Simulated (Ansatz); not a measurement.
# ClFHInSe (SMILES [F][In]([Cl])[SeH]), step by step

We compute a geometry optimisation (singlet ClFHInSe, SPW92/LANL2DZ), then vibrational wavenumbers (singlet ClFHInSe, SPW92/LANL2DZ), then a single-point energy (singlet ClFHInSe, CCSD(T)/def2-mTZVP), then the energy (doublet ClFHInSe+, UCCSD(T)/def2-mTZVP), then a geometry optimisation (doublet ClFHInSe+, USPW92/LANL2DZ) of ClFHInSe and its partners. 

Program for the calculation: Ansatz 0.2.0.

### Step 1. The structure to begin with

The species is ClFHInSe (5 atoms), typed as a singlet with charge 0. SMILES: `[F][In]([Cl])[SeH]`. The start is not the relaxed shape. The run starts from this shape.

Bond lengths: F1–In2 1.865 Å, In2–Cl3 2.392 Å, In2–Se4 2.517 Å, Se4–H5 1.543 Å. Angles: F1–In2–Cl3 115.0°, F1–In2–Se4 120.5°, Cl3–In2–Se4 124.5°, In2–Se4–H5 88.8°.

### Step 2. A structure relaxation at SPW92/LANL2DZ (core potential) (run 1)

job.yaml

```yaml
crystal:
  periodic: [false, false, false]
  atoms:
    - {symbol: F, position_ang: [-0.859182, -0.763783, 1.655127]}
    - {symbol: In, position_ang: [0.352551, -0.437213, 0.276162]}
    - {symbol: Cl, position_ang: [2.364648, -1.727706, 0.371160]}
    - {symbol: Se, position_ang: [-0.140483, 1.307116, -1.469974]}
    - {symbol: H, position_ang: [-1.554361, 1.459141, -0.871245]}
basis:
  gaussian: {orbitals: LANL2DZ.json}
hamiltonian: {xc: {name: SPW92}}
relax: {}
```

The basis set LANL2DZ is read from a file made from the Basis Set Exchange's data (not shown).

Command:

```sh
$ ansatz run job.yaml --threads 1 --pin off --max-ram 2610MiB --events-out events.jsonl --progress --plain --runs-dir runs
```

Log:

```text
Warning: RAYON_NUM_THREADS=1 ignored (pool sized by the plan → 1); use --threads N
The last accepted step is kept in runs//last_step.txt (removed where the run ends without a failure and the disk answers)
[... 62 lines left out ...]
Total energy: -3425.23502032 eV, -125.8750652892 hartree
[... 5 lines left out ...]
Dipole moment:    -0.274257     0.342108    -0.234852 e Å
```

Run time: 7.5 s. Hardware: 1 thread of Intel Xeon Platinum 8488C (Sapphire Rapids), shared host; peak memory 0.17 GiB.

Steps, from the record of the run:

```csv
step,energy from the first frame kept (eV),largest force (eV/Å)
1,0.0000,0.6606
2,-0.0132,0.2893
3,-0.0184,0.0820
4,-0.0192,0.0249
5,-0.0198,0.0345
6,-0.0206,0.0141
7,-0.0206,0.0075
8,-0.0207,0.0003
```

After the run. Bond lengths: F1–In2 1.873 Å, In2–Cl3 2.361 Å, In2–Se4 2.549 Å, Se4–H5 1.529 Å. Angles: F1–In2–Cl3 117.5°, F1–In2–Se4 121.3°, Cl3–In2–Se4 121.2°, In2–Se4–H5 91.5°.

### Step 3. The harmonic vibrations at SPW92/LANL2DZ (core potential) (run 2)

input.yaml

```yaml
crystal:
  periodic: [false, false, false]
  atoms:
    - {symbol: F, position_ang: [-0.882809, -0.819728, 1.690330]}
    - {symbol: In, position_ang: [0.344918, -0.468600, 0.320049]}
    - {symbol: Cl, position_ang: [2.377712, -1.670143, 0.343541]}
    - {symbol: Se, position_ang: [-0.156172, 1.240456, -1.502863]}
    - {symbol: H, position_ang: [-1.520476, 1.555568, -0.889827]}
basis:
  gaussian: {orbitals: LANL2DZ.json}
hamiltonian: {xc: {name: SPW92}}
phonons: {temperatures: {t_min: 200, t_max: 1000, t_step: 200}}
```

The basis set LANL2DZ is read from a file made from the Basis Set Exchange's data (not shown).

Command:

```sh
$ ansatz run input.yaml --threads 1 --pin off --max-ram 2610MiB --events-out events.jsonl --progress --plain --runs-dir runs
```

Log:

```text
Warning: RAYON_NUM_THREADS=1 ignored (pool sized by the plan → 1); use --threads N
[... 169 lines left out ...]
Total energy: -3425.23501695 eV, -125.8750651651 hartree
[... 5 lines left out ...]
Dipole moment:    -0.274260     0.342110    -0.234851 e Å
Vibrations: 60.97 99.24 119.15 199.73 222.17 342.26 545.14 586.26 2174.65 cm⁻¹, zero-point energy 0.269638 eV
```

It took 13 s on 1 thread of Intel Xeon Platinum 8488C (Sapphire Rapids), shared host; peak memory 0.12 GiB.

### Step 4. A single-point energy at CCSD(T)/def2-mTZVP (run 3)

job.yaml

```yaml
crystal:
  periodic: [false, false, false]
  atoms:
    - {symbol: F, position_ang: [-0.882809, -0.819728, 1.690330]}
    - {symbol: In, position_ang: [0.344918, -0.468600, 0.320049]}
    - {symbol: Cl, position_ang: [2.377712, -1.670143, 0.343541]}
    - {symbol: Se, position_ang: [-0.156172, 1.240456, -1.502863]}
    - {symbol: H, position_ang: [-1.520476, 1.555568, -0.889827]}
basis:
  gaussian: {orbitals: def2-mTZVP}
output: {orbitals: {seedname: orbitals}}
correlation: {method: ccsd_t}
scf: {omitted_lower_state_checks: [cluster_reference]}
```

Command:

```sh
$ ansatz run job.yaml --threads 1 --pin off --max-ram 2610MiB --events-out events.jsonl --progress --plain --runs-dir runs
```

Log, shortened:

```text
Warning: RAYON_NUM_THREADS=1 ignored (pool sized by the plan → 1); use --threads N
Functional definition: HF
  name "HF"
[...]
1129 factors; integrals over basis functions are off by at most 3.8e-4 eV
[...]
mean field -85681.55627726 eV, -3148.7391161446 hartree, gradient 1.4e-6 eV, S^2 0.000000; 0 other end points of the search recorded, 0 dependent functions left out
19 core orbitals not correlated: weight in the atoms' cores, before any rotation towards them, 1.000 or more for the frozen orbitals, at most 0.000 for the correlated occupied ones
reference -85681.55627726 eV, -3148.7391161446 hartree; 22, 22 occupied and 75, 75 virtual orbitals, 1129 factors
second order -18.24329268 eV of doubles, -0.00000000 eV of singles
cycle   1  -18.15970512 eV  change    8.4e-2 eV  update   1.1e-1
[...]
cycle   9  -18.72671231 eV  change   -4.5e-5 eV  update   3.1e-5
perturbative correction -0.55849941 eV, -0.0205244746 hartree
Total energy: -85700.84148898 eV, -3149.4478346032 hartree
Checks for a lower state left out: cluster_reference
```

Wall time 26 s (1 thread of Intel Xeon Platinum 8488C (Sapphire Rapids), shared host); peak memory 0.63 GiB.

### Step 5. The doublet cation: the energy at UCCSD(T)/def2-mTZVP (run 4)

job.yaml: that of step 4 with these lines changed.

```diff
@@ -9,5 +9,11 @@
 basis:
-  gaussian: {orbitals: def2-mTZVP}
-output: {orbitals: {seedname: orbitals}}
-correlation: {method: ccsd_t}
-scf: {omitted_lower_state_checks: [cluster_reference]}
+  gaussian:
+    orbitals: def2-mTZVP
+total_charge: 1
+magnetization:
+  spin_polarized: true
+  initial_magnetization: 1
+correlation:
+  method: ccsd_t
+scf:
+  omitted_lower_state_checks: [cluster_reference]
```

Command:

```sh
$ ansatz run job.yaml --threads 1 --pin off --max-ram 2610MiB --events-out events.jsonl --progress --plain --runs-dir runs
```

Log:

```text
Warning: RAYON_NUM_THREADS=1 ignored (pool sized by the plan → 1); use --threads N
[... 14 lines left out ...]
19 core orbitals not correlated: weight in the atoms' cores, before any rotation towards them, 1.000 or more for the frozen orbitals, at most 0.000 for the correlated occupied ones
[... 16 lines left out ...]
Total energy: -85691.15682930 eV, -3149.0919299246 hartree
Checks for a lower state left out: cluster_reference
```

It took 2.1 min on 1 thread of Intel Xeon Platinum 8488C (Sapphire Rapids), shared host; peak memory 1.4 GiB.

### Step 6. The doublet cation: a geometry optimisation at USPW92/LANL2DZ (core potential) (run 5)

run.yaml

```yaml
basis:
  gaussian: {orbitals: LANL2DZ.json}
crystal:
  periodic: [false, false, false]
  atoms:
    - symbol: F
      position_ang: [-0.882809, -0.819728, 1.690330]
    - symbol: In
      position_ang: [0.344918, -0.468600, 0.320049]
    - symbol: Cl
      position_ang: [2.377712, -1.670143, 0.343541]
    - symbol: Se
      position_ang: [-0.156172, 1.240456, -1.502863]
    - symbol: H
      position_ang: [-1.520476, 1.555568, -0.889827]
magnetization: {spin_polarized: true, initial_magnetization: 1}
relax: {}
hamiltonian: {xc: {name: SPW92}}
total_charge: 1
```

The basis set LANL2DZ is read from a file made from the Basis Set Exchange's data (not shown).

Command:

```sh
$ ansatz run run.yaml --threads 1 --pin off --max-ram 2610MiB --events-out events.jsonl --progress --plain --runs-dir runs
```

Log, shortened:

```text
Warning: RAYON_NUM_THREADS=1 ignored (pool sized by the plan → 1); use --threads N
[... 1 set-up line as earlier in the session ...]
[... 80 lines left out ...]
Total energy: -3415.31075002 eV, -125.5103550825 hartree
[... 5 lines left out ...]
Dipole moment:    -0.289629     0.528072    -0.462648 e Å
```

Wall time 21 s (1 thread of Intel Xeon Platinum 8488C (Sapphire Rapids), shared host); peak memory 0.18 GiB.

Step by step:

```csv
step,energy from the first frame kept (eV),largest force (eV/Å)
1,0.0000,1.7205
2,-0.1415,0.4843
3,-0.1809,0.4348
4,-0.1974,0.1829
5,-0.2005,0.0751
6,-0.2006,0.1005
7,-0.2012,0.0068
8,-0.2012,0.0149
9,-0.2014,0.0040
10,-0.2014,0.0047
```

After the run. Bond lengths: F1–In2 1.841 Å, In2–Cl3 2.331 Å, In2–Se4 2.786 Å, Se4–H5 1.538 Å. Angles: F1–In2–Cl3 143.1°, F1–In2–Se4 104.4°, Cl3–In2–Se4 112.5°, In2–Se4–H5 93.4°.

### Step 7. Summary of results

| quantity | value |
| --- | --- |
| run 1, SPW92/LANL2DZ: total energy at the end | -125.87507 Eh |
| run 1, SPW92/LANL2DZ: dipole moment | 2.39 D |
| run 2, SPW92/LANL2DZ: largest force on an atom | 0.000 eV/Å |
| run 2, SPW92/LANL2DZ: lowest harmonic wavenumber | 61 cm⁻¹ |
| run 2, SPW92/LANL2DZ: highest harmonic wavenumber | 2175 cm⁻¹ |
| run 2, SPW92/LANL2DZ: zero-point energy | 26.0 kJ/mol |
| run 3, CCSD(T)/def2-mTZVP: total energy | -3149.44783 Eh |
| run 3, CCSD(T)/def2-mTZVP: HOMO energy (Hartree–Fock orbitals) | -10.40 eV |
| run 3, CCSD(T)/def2-mTZVP: LUMO energy (Hartree–Fock orbitals) | 0.44 eV |
| run 3, CCSD(T)/def2-mTZVP: HOMO–LUMO gap (Hartree–Fock orbitals) | 10.84 eV |
| run 3, CCSD(T)/def2-mTZVP: correlation energy (19 core orbitals frozen) | -708.7 mEh |
| run 3, CCSD(T)/def2-mTZVP: (T) correction | -20.52 mEh |
| run 3, CCSD(T)/def2-mTZVP: T1 diagnostic | 0.013 |
| doublet cation, run 4: total energy | -3149.09193 Eh |
| doublet cation, run 4: correlation energy (19 core orbitals frozen) | -684.9 mEh |
| doublet cation, run 4: (T) correction | -19.92 mEh |
| doublet cation, run 4: ⟨S²⟩ | 0.762 |
| doublet cation, run 4: T1 diagnostic | 0.014 |
| doublet cation, run 5: total energy at the end | -125.51036 Eh |
| doublet cation, run 5: ⟨S²⟩ | 0.753 |
| vertical ionisation energy (to the doublet cation), CCSD(T)/def2-mTZVP | 9.685 eV |
| adiabatic ionisation energy (to the doublet cation, no zero-point term), SPW92/LANL2DZ | 9.924 eV |

In words: At CCSD(T)/def2-mTZVP: removing an electron at fixed nuclei costs 9.68 eV (934 kJ/mol). At SPW92/LANL2DZ: the adiabatic ionisation energy (to the doublet cation, no zero-point term) is 9.92 eV (229 kcal/mol). The optimisation (run 1, SPW92/LANL2DZ) took 7 steps and changed the energy by -0.021 eV. Mulliken charges (run 1, SPW92/LANL2DZ) run from -0.51 on F1 to +0.96 on In2. All 9 modes are real, so the shape is a minimum at this level. Mulliken charges (run 2, SPW92/LANL2DZ) run from -0.51 on F1 to +0.96 on In2; they depend strongly on the basis.
